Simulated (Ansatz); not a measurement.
# GaCo: the cost of one run

Method: DFT PBEsol, scalar-relativistic, plane waves, PAW, in Ansatz 0.2.0.

2 further runs of the same task are left out: 2 set aside as unsound or not needed.

## (1) The system as given

The structure is cubic, space group Pm-3m (No. 221). The conventional cell has a = 2.862 Å, b = 2.862 Å, c = 2.862 Å, α = 90.00°, β = 90.00°, γ = 90.00°. Al (site symmetry m-3m) is surrounded by 8 Ni at 2.48 Å. Ni (site symmetry m-3m) has 8 Al at 2.48 Å in its first shell of neighbours.

Coordinates:

```xyz
2
Lattice="2.8622 0.0000 0.0000 0.0000 2.8622 0.0000 0.0000 0.0000 2.8622" Properties=species:S:1:pos:R:3 pbc="T T T"
Al    0.0000    0.0000    0.0000
Ni    1.4311    1.4311    1.4311
```

This cell was relaxed beforehand with the same method: volume 11.72 Å³/atom, gap on the mesh none (metal).

## (2) The film's bulk: GaCo

Relaxed beforehand at this level: -4418.4286 eV/atom, gap on the mesh none (metal).

```
CELL_PARAMETERS angstrom
-2.83987 0.00000 0.00000
0.00000 -2.83987 0.00000
0.00000 0.00000 2.83987
ATOMIC_POSITIONS crystal
Ga 0.00000 0.00000 0.00000
Co 0.50000 0.50000 0.50000
```

Bulk energy of AlNi, the base, on matching settings, from an earlier run: -3165.4306 eV/atom.

## (3) GaCo strained to the base's plane

The (100) plane of GaCo is fitted to the (100) plane of AlNi, a strain of +0.8 % along x and +0.8 % along y; the third vector and the atoms relax.

The input, input.yaml:

```yaml
crystal:
  lattice:
    - [2.8621655518, 0.0, 0.0]
    - [0.0, 2.8621655518, 0.0]
    - [0.0, 0.0, 2.813348062]
  atoms:
    - { symbol: Ga, position: [0.0, 0.0, 0.0] }
    - { symbol: Co, position: [0.5, 0.5, 0.5] }
basis:
  ecutwfc: 420
kpoints:
  mp_grid: { grid: [12, 12, 12] }
hamiltonian:
  xc: pbesol
scf:
  occupations: { method: gaussian, width: 0.1 }
output:
  forces: true
  stress: true
  eigenvalues: true
relax:
  adjacent_minimum: "off"
  f_tol: 0.01
  max_steps: 50
  cell: { fix: [a, b, gamma], stress_tol: 0.1 }
```

Started as:

```console
$ ansatz run input.yaml --threads 4 --pin off --max-ram 10240MiB --backend cpu --events-out ev --progress --plain --runs-dir out
```

What time and memory should one allow on 4 threads of Intel Xeon Platinum 8488C (Sapphire Rapids), shared host?

About 5 s, with a peak of 0.46 GiB.
